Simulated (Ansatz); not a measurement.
## BaGaSi, space group P-6m2: a relaxation of cell and ions, step by step

Computed with Ansatz 0.2.0 through its Python package.

Notebook, run cell by cell (the value of a cell's last expression is shown):

**Cell 1**
```python
from pathlib import Path
import warnings

import ansatz as az
from ase import Atoms
from ase.io import write
import matplotlib.pyplot as plt
import numpy as np
```

**Cell 2**
```python
config = {
    "functional": "PBEsol",
    "cutoff_ev": 420,
    "k_density": 1.9,
    "filling": "Methfessel-Paxton",
}

def edges_and_angles(cell):
    cell = np.asarray(cell)
    a, b, c = np.linalg.norm(cell, axis=1)
    cosines = cell[1] @ cell[2] / (b * c), cell[0] @ cell[2] / (a * c), cell[0] @ cell[1] / (a * b)
    return (a, b, c, *np.degrees(np.arccos(cosines)))

warnings.simplefilter("ignore", az.DeckWarning)
```

**Cell 3**
```python
lattice = az.Lattice.of(
    (4.2378, 0.0, 0.0),
    (-2.1189, 3.670042, 0.0),
    (0.0, 0.0, 5.18214),
)
sites = [
    ("Ba", (0.0, 0.0, 0.0)),
    ("Ga", (1 / 3, 2 / 3, 0.5)),
    ("Si", (2 / 3, 1 / 3, 0.5)),
]
structure = az.Crystal(lattice=lattice)
for symbol, position in sites:
    structure = structure.atom(symbol, position)
```

**Cell 4**
```python
# only the volume may change
calc = (
    structure.calculation()
    .functional(config["functional"])
    .basis(config["cutoff_ev"])
    .kpoints(density=config["k_density"])
    .occupations(config["filling"], width=10 * az.meV)
    .mixing("broyden")
    .eigensolver("davidson", full_accuracy=True)
    .scf(lower_state_search="off", self_checks="high")
    .relax(max_steps=60, fix_cell=["shape"])
)
steps = []
```

**Cell 5**
```python
def collect(event):
    if event["event"] == "relax_step":
        steps.append(event["data"])
```

**Cell 6**
```python
res = calc.session().plan().execute(on_event=collect)
r = res.report
```

**Cell 7**
```python
r["kweights"]
```
Output:
```text
[0.020833333333333332, 0.041666666666666664, 0.125, 0.25, 0.0625, 0.125, 0.125, 0.25]
```

**Cell 8**
```python
sorted(key for key in r if key.endswith("_ev"))
```
Output:
```text
['eigenvalues_ev', 'energy_sigma0_ev', 'entropy_ts_ev', 'fermi_energy_ev', 'free_energy_ev',
 'gap_by_band_count_ev', 'harris_foulkes_ev', 'internal_energy_ev', 'lagrangian_above_aufbau_ev',
 'lagrangian_ev', 'lagrangian_sigma0_ev', 'loop_eigenvalues_ev', 'loop_fermi_energy_ev',
 'occupations_fermi_energy_ev', 'residual_norms_ev']
```

**Cell 9**
```python
for s in steps:
    flag = "" if s["accepted"] else "  (rejected)"
    print("step %2d  E = %.5f eV  largest force component = %.4f eV/A%s" % (s["step"], s["lagrangian_ev"], s["allowed_force_max_ev_ang"], flag))
```
Output:
```text
step  1  E = -10228.70092 eV  largest force component = 0.0000 eV/A
step  2  E = -10228.71524 eV  largest force component = 0.0000 eV/A
step  3  E = -10228.71656 eV  largest force component = 0.0000 eV/A
step  4  E = -10228.71684 eV  largest force component = 0.0000 eV/A
step  5  E = -10228.71654 eV  largest force component = 0.0000 eV/A
```

**Cell 10**
```python
first, last = steps[0], steps[-1]
symbols = [site.symbol for site in res.lattice.sites]
print(f"energy gained {first['lagrangian_ev'] - last['lagrangian_ev']:.4f} eV in {len(steps) - 1} steps")
for label, vectors in (("before", first["cell_ang"]), ("after", res.lattice.cell_ang)):
    print(label, "a b c (A) {:.4f} {:.4f} {:.4f}  angles {:.2f} {:.2f} {:.2f}".format(*edges_and_angles(vectors)), f" V = {abs(np.linalg.det(vectors)):.3f} A^3")
print("final stress xx yy zz (GPa, compression positive):", np.round(np.diag(r["stress_gpa"]), 3) + 0.0)
```
Output:
```text
energy gained 0.0156 eV in 4 steps
before a b c (A) 4.2378 4.2378 5.1821  angles 90.00 90.00 120.00  V = 80.597 A^3
after a b c (A) 4.1888 4.1888 5.1222  angles 90.00 90.00 120.00  V = 77.833 A^3
final stress xx yy zz (GPa, compression positive): [ 0.858  0.858 -1.653]
```

**Cell 11**
```python
relaxed = Atoms(symbols, positions=[site.position_ang for site in res.lattice.sites], cell=res.lattice.cell_ang, pbc=True)
write("relaxed.cif", relaxed, format="cif")
```

**Cell 12**
```python
fig, (top, bottom) = plt.subplots(2, 1, sharex=True, figsize=(4.5, 4))
top.plot([s["lagrangian_ev"] - last["lagrangian_ev"] for s in steps], "o-")
top.set_ylabel("E - E(final) (eV)")
bottom.semilogy([max(s["allowed_force_max_ev_ang"], 1e-6) for s in steps], "s-")
bottom.set(xlabel="step", ylabel="largest force (eV/A)")
fig.tight_layout()
fig.savefig("relax.png", dpi=100)
```

**Cell 13**
```python
change = np.array(last["positions_ang"]) @ np.linalg.inv(last["cell_ang"]) - np.array(first["positions_ang"]) @ np.linalg.inv(first["cell_ang"])
moved = np.linalg.norm(change @ np.array(last["cell_ang"]), axis=1)
print("displacement within the cell, strain taken out (A):", " ".join(f"{s}:{d:.3f}" for s, d in zip(symbols, moved)))
```
Output:
```text
displacement within the cell, strain taken out (A): Ba:0.000 Ga:0.000 Si:0.000
```

**Cell 14**
```python
print("atom   start x y z (A)              end x y z (A)")
for symbol, a, b in zip(symbols, first["positions_ang"], last["positions_ang"]):
    print(f"{symbol:3s}", " ".join(f"{v:8.4f}" for v in a), "  ", " ".join(f"{v:8.4f}" for v in b))
```
Output:
```text
atom   start x y z (A)              end x y z (A)
Ba    0.0000   0.0000   0.0000      0.0000   0.0000   0.0000
Ga    0.0000   2.4467   2.5911      0.0000   2.4184   2.5611
Si    2.1189   1.2233   2.5911      2.0944   1.2092   2.5611
```

**Cell 15**
```python
print(f"free energy      {r['free_energy_ev']:.5f} eV")
print(f"per atom         {r['free_energy_ev'] / len(res.lattice.sites):.5f} eV")
print(f"SCF iterations   {r['n_iterations']}  (converged: {r['converged']})")
```
Output:
```text
free energy      -10228.71654 eV
per atom         -3409.57218 eV
SCF iterations   7  (converged: True)
```

**Cell 16**
```python
lines = ["| quantity | value |", "|---|---|"]
lines.append(f"| free energy per atom | {r['free_energy_ev'] / len(res.lattice.sites):.4f} eV |")
lines.append(f"| Fermi level | {r['fermi_energy_ev']:.3f} eV |")
lines.append(f"| volume per atom | {r['setup']['cell_volume_ang3'] / len(res.lattice.sites):.3f} A^3 |")
lines.append(f"| valence electrons | {r['n_electrons']:g} |")
Path("summary.md").write_text("\n".join(lines) + "\n")
```
Output:
```text
159
```

`relaxed.cif`, as written:
```cif
data_image0
_chemical_formula_structural       BaGaSi
_chemical_formula_sum              "Ba1 Ga1 Si1"
_cell_length_a       4.188790291047204
_cell_length_b       4.188790291047204
_cell_length_c       5.122209417114202
_cell_angle_alpha    90.0
_cell_angle_beta     90.0
_cell_angle_gamma    120.00000000000001

_space_group_name_H-M_alt    "P 1"
_space_group_IT_number       1

loop_
  _space_group_symop_operation_xyz
  'x, y, z'

loop_
  _atom_site_type_symbol
  _atom_site_label
  _atom_site_symmetry_multiplicity
  _atom_site_fract_x
  _atom_site_fract_y
  _atom_site_fract_z
  _atom_site_occupancy
  Ba  Ba1       1.0  2.0386810618507475e-34  3.6733935941025336e-34  0.0  1.0000
  Ga  Ga1       1.0  0.33333333333333326  0.6666666666666665  0.5  1.0000
  Si  Si1       1.0  0.6666666666666666  0.33333333333333326  0.5  1.0000
```

It writes `summary.md`:
```text
| quantity | value |
|---|---|
| free energy per atom | -3409.5722 eV |
| Fermi level | 8.958 eV |
| volume per atom | 25.944 A^3 |
| valence electrons | 27 |
```

Caveats:
- These settings explore the input space; cutoff and mesh may be short of convergence.
- Forces vanish by symmetry, so the ions can't move, and the end may be a saddle.
- The mesh is modest for a metal, so energies can be off by several to tens of meV an atom and pressures by half a GPa or more; differences at equal mesh fare better.
- Energies along a relaxation are free energies. Rows at an unchanged volume are solved on a plane-wave basis chosen afresh for that cell, so the energy jumps there and such rows are no steps of the walk.
- A gap by band count of zero or less means overlapping bands, a metal, and at an odd count of electrons it is no gap at all.
- This cell is a computed structure, which may not be the phase found in nature.
- Gaps and levels are Kohn-Sham values on a finite set of k-points, without spin-orbit coupling.
- The whole script took 17 s on 1 thread of Intel(R) Xeon(R) Platinum 8259CL CPU @ 2.50GHz (Skylake/Cascade Lake), on a shared host, peak memory 0.52 GiB.

(Lines on the test bed's own set-up are left out of the output.)
